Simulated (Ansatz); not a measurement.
Crystal: Sn3Se.

```
Sn Se
1.0
     0.00000    3.73314    3.73314
     3.73314    0.00000    3.73314
     3.73314    3.73314    0.00000
Sn Se
3 1
Cartesian
  3.7331 3.7331 3.7331
  5.5997 5.5997 5.5997
  1.8666 1.8666 1.8666
  0.0000 0.0000 0.0000
```

The cell comes from a database or a generator and needn't be the stable form of this composition.

| Quantity | Value |
| --- | --- |
| Program | Ansatz 0.2.0 |
| Task | single point |
| Functional | PBEsol |
| Potentials or basis | Ansatz PAW |
| Cutoff | 420 eV (not typed: the program's choice for these potentials) |
| k mesh | 6 × 6 × 6 |
| Occupations | fermi-dirac, width 0.05 eV |
| Spin | no spin polarisation |

On this cell: pressure -3.2 GPa; largest force zero by symmetry; band gap on the k mesh none (metal or under the smearing width).

The same run follows on a disturbed copy (atoms moved at random, drawn with an rms of 0.05 Å):

```xyz
4
Lattice="0.0000 3.7331 3.7331 3.7331 0.0000 3.7331 3.7331 3.7331 0.0000" Properties=species:S:1:pos:R:3 pbc="T T T"
Sn    3.7317    3.7744    3.7167
Sn    5.5948    5.6133    5.5962
Sn    1.8539    1.8705    1.8583
Se   -0.0082   -0.0265   -0.0237
```

Question: What does the disturbed cell give?

Answer: The energy (extrapolated to zero smearing) moves by +0.9 meV/atom; pressure -3.2 GPa; largest force 0.135 eV/Å; band gap on the k mesh none (metal or under the smearing width).

Forces in eV/Å, atoms in the order of the input:
```
Sn  -0.017 -0.134 -0.003
Sn  -0.004  0.024  0.002
Sn   0.008  0.033  0.005
Se   0.012  0.076 -0.004
```

Caveats: the PAW data sets come from PBE, with cores solved anew for the run's functional, which leaves a small shift of forces and pressure.
